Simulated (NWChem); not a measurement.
# HF (hydrogen fluoride): B3LYP/aug-pcseg-0

What is the electronic atomisation energy of HF (hydrogen fluoride) at B3LYP/aug-pcseg-0? 

The calculation is run with NWChem 7.3.0.

4 further runs of the same task are left out: 4 set aside as unsound or not needed.

### Step 1. The molecule

HF: 2 atoms, total charge 0, spin state singlet. As SMILES, `F`. The shape is that of a PBE0-D4/def2-TZVP optimisation.

Bond lengths: F1–H2 0.920 Å.

### Step 2. The energy at B3LYP/aug-pcseg-0

The input, sp.nw:

```
start sp
memory total 2200 mb

geometry noautosym nocenter noautoz
  F     -0.390000     0.144600    -0.196400
  H      0.390000    -0.144600     0.196400
end

basis spherical bse
  F library aug-pcseg-0
  H library aug-pcseg-0
end

dft
  xc b3lyp
  mult 1
  grid fine
  convergence energy 1e-08
  iterations 100
  mulliken
  print low
end

task dft energy
```

Run with:

```
$ nwchem sp.nw > sp.out
```

Log:

```text
[...]
 d= 0,ls=0.0,diis     1   -100.1292443705 -1.05D+02  4.44D-02  2.53D-01     0.1
[...]
 d= 0,ls=0.0,diis     6   -100.1617199718 -3.80D-10  3.88D-07  1.59D-11     0.3
         Total DFT energy =     -100.161719971832
      One electron energy =     -149.694797583481
           Coulomb energy =       55.106104397720
    Exchange-Corr. energy =      -10.749979472101
 Nuclear repulsion energy =        5.176952686031
[...]
      Total Density - Mulliken Population Analysis
     ---------------------------------------------
    Atom       Charge   Shell Charges
 -----------   ------   -------------------------------------------------------
    1 F    9     9.45   1.98  1.06  0.90  0.04  2.44  2.76  0.27
    2 H    1     0.55   0.48  0.06  0.01
[...]
```

Run time: 0.8 s. Hardware: 1 thread of Intel Xeon Platinum 8375C at 2.90GHz (Ice Lake), shared host; peak memory 0.1 GiB.

### Step 3. The F atom

The input, f.nw:

```
start f
memory 2200 mb

geometry units au noautosym nocenter noautoz
 F      0.00000000     0.00000000     0.00000000
end

basis "ao basis" spherical bse
 * library aug-pcseg-0
end

dft
 xc b3lyp
 mult 2
 grid fine
 convergence energy 1e-08
 iterations 100
 mulliken
 print low
end

task dft energy
```

Run the same way, it converges to -99.46914 Eh (log not shown).

### Step 4. The H atom

The input, geom.nw:

```
start geom
title "H"
memory total 2200 mb
charge 0
geometry units atomic noautosym nocenter noautoz
   H   0.00000000  0.00000000  0.00000000
end
basis spherical bse
   * library aug-pcseg-0
end
dft
   xc b3lyp
   mult 2
   grid fine
   convergence energy 1e-08
   iterations 100
   mulliken
   print low
end
task dft
```

Run with:

```
$ nwchem geom.nw > geom.out
```

Log:

```text
[...]
 d= 0,ls=0.0,diis     1     -0.4990142797 -4.99D-01  1.41D-02  1.47D-04     0.0
[...]
 d= 0,ls=0.0,diis     4     -0.4992008061 -6.60D-10  3.06D-06  4.78D-12     0.1
[...]
         Total DFT energy =       -0.499200806149
      One electron energy =       -0.496140955173
           Coulomb energy =        0.304336952588
    Exchange-Corr. energy =       -0.307396803565
 Nuclear repulsion energy =        0.000000000000
[...]
      Total Density - Mulliken Population Analysis
     ---------------------------------------------
    Atom       Charge   Shell Charges
 -----------   ------   -------------------------------------------------------
    1 H    1     1.00   0.41  0.57  0.02
     --------------------------------------------
      Spin Density - Mulliken Population Analysis
     --------------------------------------------
    Atom       Charge   Shell Charges
 -----------   ------   -------------------------------------------------------
    1 H    1     1.00   0.41  0.57  0.02
[...]
      <S2> =      0.7500 (Exact =     0.7500)
[...]
```

Run time: 0.62 s. Hardware: 1 thread of Intel Xeon Platinum 8375C at 2.90GHz (Ice Lake), shared host; peak memory 0.1 GiB.

### Step 5. Results

At B3LYP/aug-pcseg-0:

| quantity | value |
| --- | --- |
| molecule: total energy | -100.16172 Eh |
| F atom: total energy | -99.46914 Eh |
| F atom: ⟨S²⟩ | 0.751 |
| H atom: total energy | -0.49920 Eh |
| H atom: ⟨S²⟩ | 0.750 |
| electronic atomisation energy | 5.262 eV |

Taking the molecule apart into free atoms costs 5.26 eV (121 kcal/mol), before zero-point energy and without spin-orbit coupling. The basis has no polarisation functions, which makes bonds too weak.
